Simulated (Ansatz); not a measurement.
# BH2 (boron dihydride) at U-r2SCAN/3-21G

Aim: the electronic atomisation energy of BH2 (boron dihydride) at U-r2SCAN/3-21G, from 3 runs. 

The results are computed with Ansatz 0.2.0.

58 further runs of the same task are left out: 58 set aside as unsound or not needed.

## Step 1: The system as given

The species is BH2 (3 atoms), meant as a doublet with charge 0. As SMILES, `[BH2]`. Geometry: relaxed at GFN2-xTB.

Bond lengths: B1–H2 1.159 Å, B1–H3 1.159 Å. Angles: H2–B1–H3 128.4°.

## Step 2: A single-point energy at U-r2SCAN/3-21G

File input.yaml:

```yaml
crystal:
  periodic: [false, false, false]
  atoms:
    - symbol: B
      position_ang: [0.262840, -0.166230, 0.128640]
    - symbol: H
      position_ang: [0.280020, 0.985320, 0.260980]
    - symbol: H
      position_ang: [-0.542860, -0.819090, -0.389630]
basis:
  gaussian: {orbitals: 3-21G.json}
magnetization: {spin_polarized: true, initial_magnetization: 1}
hamiltonian: {xc: r2scan}
accuracy: high
```

The basis set 3-21G is read from a file made from the Basis Set Exchange's data (not shown).

On the command line:

```sh
$ ansatz run input.yaml --threads 1 --pin off --max-ram 2610MiB --events-out events.jsonl --progress --plain --runs-dir runs
```

The program printed:

```text
Warning: RAYON_NUM_THREADS=1 ignored (pool sized by the plan → 1); use --threads N
Functional definition: r2SCAN
  name "r2SCAN"
  parameter k0 = 0.174
  parameter k1 = 0.065
  parameter a1 = 4.9479
  exchange = r2scan_x(k0 = k0, k1 = k1, a1 = a1)
  correlation = r2scan_c
250 factors; integrals over basis functions are off by at most 1.0e-8 eV
mean field evaluation 1: about -700.7233 eV, gradient 5.0e0 eV
mean field evaluation 2: about -700.8978 eV, gradient 2.1e0 eV
mean field evaluation 4: about -700.9305 eV, gradient 7.2e-2 eV
mean field evaluation 8: about -700.9116 eV, gradient 2.2e-3 eV
mean field evaluation 16: about -700.7971 eV, gradient 1.2e0 eV
mean field -700.91163367 eV, -25.7580274423 hartree, gradient 9.6e-8 eV, S^2 0.751315; 1 other end points of the search recorded, 0 dependent functions left out
reference -700.91163452 eV, -25.7580274738 hartree; 4, 3 occupied and 9, 10 virtual orbitals, 250 factors
Total energy: -700.91163452 eV, -25.7580274738 hartree
```

Wall time 1.5 s (1 thread of Arm Neoverse V1, shared host); peak memory 0.13 GiB.

## Step 3: The B atom

File job.yaml:

```yaml
crystal:
  periodic: [false, false, false]
  atoms:
    - {symbol: B, position_ang: [0.000000, 0.000000, 0.000000]}
basis:
  gaussian:
    orbitals: 3-21G.json
magnetization:
  spin_polarized: true
  initial_magnetization: 1
hamiltonian:
  xc: r2scan
accuracy: high
```

The basis set 3-21G is read from a file made from the Basis Set Exchange's data (not shown).

On the command line:

```sh
$ ansatz run job.yaml --threads 1 --pin off --max-ram 2610MiB --events-out events.jsonl --progress --plain --runs-dir runs
```

The program printed, shortened:

```text
Warning: RAYON_NUM_THREADS=1 ignored (pool sized by the plan → 1); use --threads N
[... 7 set-up lines as earlier in the session ...]
42 factors; integrals over basis functions are off by at most 2.1e-9 eV
mean field evaluation 1: about -666.4888 eV, gradient 9.1e-1 eV
mean field evaluation 2: about -666.4949 eV, gradient 1.3e-1 eV
mean field evaluation 4: about -666.4951 eV, gradient 2.6e-2 eV
mean field evaluation 8: about -666.4951 eV, gradient 7.8e-6 eV
mean field evaluation 16: about -666.4987 eV, gradient 7.4e-3 eV
mean field evaluation 32: about -666.4951 eV, gradient 6.2e-3 eV
mean field -666.49506010 eV, -24.4932416920 hartree, gradient 1.2e-9 eV, S^2 0.750301; 3 other end points of the search recorded, 0 dependent functions left out
reference -666.49506104 eV, -24.4932417266 hartree; 3, 2 occupied and 6, 7 virtual orbitals, 42 factors
Total energy: -666.49506104 eV, -24.4932417266 hartree
```

Run time: 1.3 s. Hardware: 1 thread of Arm Neoverse V1, shared host; peak memory 0.096 GiB.

## Step 4: The H atom, same level

File in.yaml:

```yaml
crystal:
  periodic: [false, false, false]
  atoms:
    - {symbol: H, position_ang: [0.000000, 0.000000, 0.000000]}
basis:
  gaussian:
    orbitals: 3-21G.json
total_charge: 0
magnetization:
  spin_polarized: true
  initial_magnetization: 1
hamiltonian:
  xc: r2scan
accuracy: high
```

The basis set 3-21G is read from a file made from the Basis Set Exchange's data (not shown).

Run the same way, it converges to -0.49563 Eh (log not shown).

## Step 5: What came out

Level: U-r2SCAN/3-21G.

| quantity | value |
| --- | --- |
| molecule: total energy | -25.75803 Eh |
| molecule: ⟨S²⟩ | 0.751 |
| B atom: total energy | -24.49324 Eh |
| B atom: ⟨S²⟩ | 0.750 |
| H atom: total energy | -0.49563 Eh |
| H atom: ⟨S²⟩ | 0.750 |
| electronic atomisation energy | 7.443 eV |

**Reading.** Taking the molecule apart into free atoms costs 7.44 eV (718 kJ/mol), before zero-point energy and without spin-orbit coupling. The basis has no polarisation functions, which makes bonds too weak.
